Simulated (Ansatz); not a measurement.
# BrClF2H3O2Ta: the cost of one run

All numbers below are computed with Ansatz 0.2.0 (RHF/def2-SVP).

**1. The structure to begin with**

Bond lengths: Ta1–O2 2.370 Å, O2–H3 1.010 Å, Ta1–F4 1.930 Å, Ta1–O5 2.020 Å, O5–H6 1.010 Å, Ta1–Cl7 2.470 Å, Ta1–F8 1.930 Å, Ta1–Br9 2.950 Å, Cl7–Br9 2.538 Å. Angles (14 of 19 angles, heavy atoms first): O2–Ta1–F4 90.0°, O2–Ta1–O5 90.0°, O2–Ta1–Cl7 120.0°, O2–Ta1–F8 120.0°, O2–Ta1–Br9 71.6°, F4–Ta1–O5 180.0°, F4–Ta1–Cl7 90.0°, F4–Ta1–F8 90.0°, F4–Ta1–Br9 115.6°, O5–Ta1–Cl7 90.0°, O5–Ta1–F8 90.0°, O5–Ta1–Br9 64.4°, Cl7–Ta1–F8 120.0°, Cl7–Ta1–Br9 55.0°.

Coordinates:

```xyz
10

Ta    0.0000    0.0000    0.0000
O     2.3700    0.0000    0.0000
H     2.7071   -0.5308    0.7903
F     0.0000    0.0000    1.9300
O     0.0000    0.0000   -2.0200
H    -0.6343   -0.7100   -2.3571
Cl   -1.2350    2.1390    0.0000
F    -0.9650   -1.6714    0.0000
Br    0.9302    2.4915   -1.2766
H     2.1856    1.1923   -0.6109
```

**2. Pulling towards end A**

Springs on the bonds that form and break draw the guess towards this end; the thresholds are loose.

The input, input.yaml:

```yaml
crystal:
  periodic: [false, false, false]
  atoms:
    - { symbol: Ta, position_ang: [0.0, 0.0, 0.0] }
    - { symbol: O, position_ang: [2.37, 0.0, 0.0] }
    - { symbol: H, position_ang: [2.7071, -0.5308, 0.7903] }
    - { symbol: F, position_ang: [0.0, 0.0, 1.93] }
    - { symbol: O, position_ang: [0.0, 0.0, -2.02] }
    - { symbol: H, position_ang: [-0.6343, -0.71, -2.3571] }
    - { symbol: Cl, position_ang: [-1.235, 2.139, 0.0] }
    - { symbol: F, position_ang: [-0.965, -1.6714, 0.0] }
    - { symbol: Br, position_ang: [0.9302, 2.4915, -1.2766] }
    - { symbol: H, position_ang: [2.1856, 1.1923, -0.6109] }
basis:
  gaussian: { orbitals: def2-SVP }
hamiltonian:
  xc: hf
relax:
  f_tol: 0.15
  max_steps: 25
  restrain:
    - { distance: [0, 8], at: 3.85, k: 30.0 }
    - { distance: [9, 1], at: 2.21, k: 30.0 }
    - { distance: [0, 1], at: 2.02, k: 30.0 }
    - { distance: [9, 8], at: 1.55, k: 30.0 }
output:
  orbitals: {}
```

The run is started by

```bash
$ ansatz run input.yaml --threads 4 --pin off --max-ram 5120MiB --backend cpu --events-out ev --progress --plain --runs-dir out
```

What time and memory should one allow on 4 threads of AMD EPYC 7R43 (Zen 3), shared host?

About 84 s, with a peak of 0.51 GiB.
